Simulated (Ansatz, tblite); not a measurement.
**Al13As13 zinc blende bond sphere (Al13As13H30): a ladder of methods and basis sets**

The task here is to estimate one member of a computed series from the others.

Program: Ansatz 0.2.0, Gaussian basis. Level of theory: as each input shows. These are calculated values, not measurements.

The runs, in order: GFN1-xTB, GFN2-xTB, PBE-D4/def2-TZVP, r2SCAN-D4/def2-TZVP, B97M-V/def2-TZVP, PBE-D4/def2-SVP, PBE0-D4/def2-SVP, HF/STO-3G, MP2/def2-SVP.

1 further run of the same task is left out (set aside as unsound or not needed). Runs told in other sessions of the task aren't counted.

### The structure

The geometry is that of the singlet, from an earlier relaxation (r2SCAN-D4/def2-SVP).

56 atoms, charge 0, spin multiplicity 1.

Bond lengths: Al1–As14 2.489 Å, Al1–As15 2.490 Å, Al1–As17 2.485 Å, Al1–H27 1.586 Å, Al2–As14 2.453 Å, Al2–As16 2.504 Å, Al2–As18 2.492 Å, Al2–H28 1.586 Å, Al3–As14 2.529 Å, Al3–As19 2.529 Å, Al3–H29 1.591 Å, Al3–H30 1.595 Å, Al4–As17 2.485 Å, Al4–As19 2.489 Å, Al4–As20 2.489 Å, Al4–H31 1.586 Å, Al5–As18 2.492 Å, Al5–As19 2.453 Å and more. Angles: As14–Al1–As15 111.4°, As14–Al1–As17 104.8°, As14–Al1–H27 111.2°, As15–Al1–As17 104.8°, As15–Al1–H27 111.2°, As17–Al1–H27 113.1°, As14–Al2–As16 105.5°, As14–Al2–As18 101.6°, As14–Al2–H28 119.6°, As16–Al2–As18 103.8°, As16–Al2–H28 111.1°, As18–Al2–H28 113.6°, As14–Al3–As19 96.2°, As14–Al3–H29 109.2°, As14–Al3–H30 107.8°, As19–Al3–H29 109.2°, As19–Al3–H30 107.8°, H29–Al3–H30 123.2° and more.

PBE0-D4/def2-TZVP was run before; its log isn't repeated, and its numbers join the tables.

The first run:

Tight binding, by tblite at 300 K electronic temperature and without a spin-polarisation term:

```python
tblite.interface.Calculator('GFN1-xTB', numbers, positions, charge=0, uhf=0).singlepoint()
```

Tight binding, by tblite at 300 K electronic temperature and without a spin-polarisation term:

```python
tblite.interface.Calculator('GFN2-xTB', numbers, positions, charge=0, uhf=0).singlepoint()
```

start.molden holds the orbitals of an earlier run on this state, given as this run's starting guess.

in.yaml reads:

```yaml
crystal:
  periodic: [false, false, false]
  atoms:
    - {symbol: Al, position_ang: [-2.188682, -2.187170, -0.661131]}
    - {symbol: Al, position_ang: [-2.283073, 0.817408, -3.622069]}
    - {symbol: Al, position_ang: [-5.202579, 0.779443, -0.774241]}
    - {symbol: Al, position_ang: [-2.185552, 0.664976, 2.188721]}
    - {symbol: Al, position_ang: [-2.279800, 3.625153, -0.816510]}
    - {symbol: Al, position_ang: [0.813697, -2.282170, -3.623736]}
    - {symbol: Al, position_ang: [0.775246, -5.203660, -0.776967]}
    - {symbol: Al, position_ang: [0.664116, -2.187629, 2.187369]}
    - {symbol: Al, position_ang: [3.622458, -2.282350, -0.819184]}
    - {symbol: Al, position_ang: [0.666565, 0.666229, -0.667389]}
    - {symbol: Al, position_ang: [0.820320, 3.624544, 2.279401]}
    - {symbol: Al, position_ang: [3.625420, 0.816619, 2.278134]}
    - {symbol: Al, position_ang: [0.780935, 0.777582, 5.201745]}
    - {symbol: As, position_ang: [-3.517521, -0.607101, -2.052190]}
    - {symbol: As, position_ang: [-0.610378, -3.516817, -2.053616]}
    - {symbol: As, position_ang: [-0.723617, -0.720672, -4.836032]}
    - {symbol: As, position_ang: [-0.733943, -0.733928, 0.734955]}
    - {symbol: As, position_ang: [-0.787610, 2.083029, -2.082706]}
    - {symbol: As, position_ang: [-3.514539, 2.056727, 0.609349]}
    - {symbol: As, position_ang: [-0.604089, 2.056133, 3.515831]}
    - {symbol: As, position_ang: [-0.717580, 4.838277, 0.719527]}
    - {symbol: As, position_ang: [2.081128, -0.788318, -2.084208]}
    - {symbol: As, position_ang: [2.054237, -3.517125, 0.606869]}
    - {symbol: As, position_ang: [2.057180, -0.607985, 3.514572]}
    - {symbol: As, position_ang: [4.837058, -0.721064, 0.716519]}
    - {symbol: As, position_ang: [2.084101, 2.082584, 0.785007]}
    - {symbol: H, position_ang: [-3.132130, -3.130468, 0.196788]}
    - {symbol: H, position_ang: [-3.080006, 1.740372, -4.635543]}
    - {symbol: H, position_ang: [-6.047326, -0.172978, 0.180345]}
    - {symbol: H, position_ang: [-5.869488, 1.804018, -1.799147]}
    - {symbol: H, position_ang: [-3.129255, -0.190992, 3.133570]}
    - {symbol: H, position_ang: [-3.076626, 4.638995, -1.739188]}
    - {symbol: H, position_ang: [1.735442, -3.079176, -4.638302]}
    - {symbol: H, position_ang: [-0.177873, -6.047627, 0.177607]}
    - {symbol: H, position_ang: [1.798882, -5.871232, -1.802366]}
    - {symbol: H, position_ang: [-0.192551, -3.131030, 3.131855]}
    - {symbol: H, position_ang: [4.635694, -3.079141, -1.742583]}
    - {symbol: H, position_ang: [1.744346, 4.637996, 3.075172]}
    - {symbol: H, position_ang: [4.640116, 1.739311, 3.073854]}
    - {symbol: H, position_ang: [-0.173142, -0.175549, 6.046281]}
    - {symbol: H, position_ang: [1.806379, 1.801480, 5.868855]}
    - {symbol: H, position_ang: [-4.345184, -1.482391, -2.970093]}
    - {symbol: H, position_ang: [-1.486861, -4.343192, -2.971527]}
    - {symbol: H, position_ang: [-1.551289, -1.547450, -5.792151]}
    - {symbol: H, position_ang: [0.055241, 0.058276, -5.871443]}
    - {symbol: H, position_ang: [0.106625, 2.945569, -2.947254]}
    - {symbol: H, position_ang: [-4.340449, 2.975470, 1.485420]}
    - {symbol: H, position_ang: [-1.478840, 2.974860, 4.343153]}
    - {symbol: H, position_ang: [-1.543600, 5.795340, 1.546846]}
    - {symbol: H, position_ang: [0.061544, 5.872696, -0.060446]}
    - {symbol: H, position_ang: [2.944227, 0.105618, -2.948494]}
    - {symbol: H, position_ang: [2.973223, -4.343730, 1.482008]}
    - {symbol: H, position_ang: [2.976153, -1.483544, 4.340754]}
    - {symbol: H, position_ang: [5.794851, -1.547597, 1.542498]}
    - {symbol: H, position_ang: [5.870868, 0.058151, -0.064198]}
    - {symbol: H, position_ang: [2.947491, 2.945202, -0.110272]}
basis:
  gaussian: {orbitals: def2-TZVP, fitting: {mean_field: def2-universal-jkfit}, initial_orbitals: start.molden}
hamiltonian: {xc: pbe, dispersion: d4}
scf: {omitted_lower_state_checks: [starts]}
output: {orbitals: {seedname: orbitals}}
```

Started as:

```
> ansatz run in.yaml --threads 11 --pin off --events-out ev --progress --plain --max-ram 110592MiB --backend cuda --devices 0, --max-vram 75GiB
```

Among the steps run: PBE-D4/def2-TZVP; r2SCAN-D4/def2-TZVP; B97M-V/def2-TZVP; PBE-D4/def2-SVP; PBE0-D4/def2-SVP; HF/STO-3G; MP2/def2-SVP.

One table of the session follows, with a row left open; its other results are not shown here.

It belongs to the step «Binding energy». 

| level | binding an atom (eV) |
| --- | --- |
| HF/STO-3G | 3.609 |
| HF/def2-SVP | 1.974 |
| PBE-D4/def2-SVP | 2.863 |
| PBE-D4/def2-TZVP | 2.847 |
| r2SCAN-D4/def2-TZVP | 2.871 |
| B97M-V/def2-TZVP | 2.888 |
| PBE0-D4/def2-SVP | 2.857 |
| PBE0-D4/def2-TZVP | ? |
| MP2/def2-SVP | 2.618 |

**Question.** Estimate the row for PBE0-D4/def2-TZVP.

As computed: binding an atom (eV): 2.842. In the column «binding an atom (eV)» it lies between MP2/def2-SVP (2.618) and PBE-D4/def2-TZVP (2.847).

To keep in mind: Free atoms were run apart at each level; binding is atoms less cluster, divided by the number of atoms, without zero-point or spin-orbit terms.
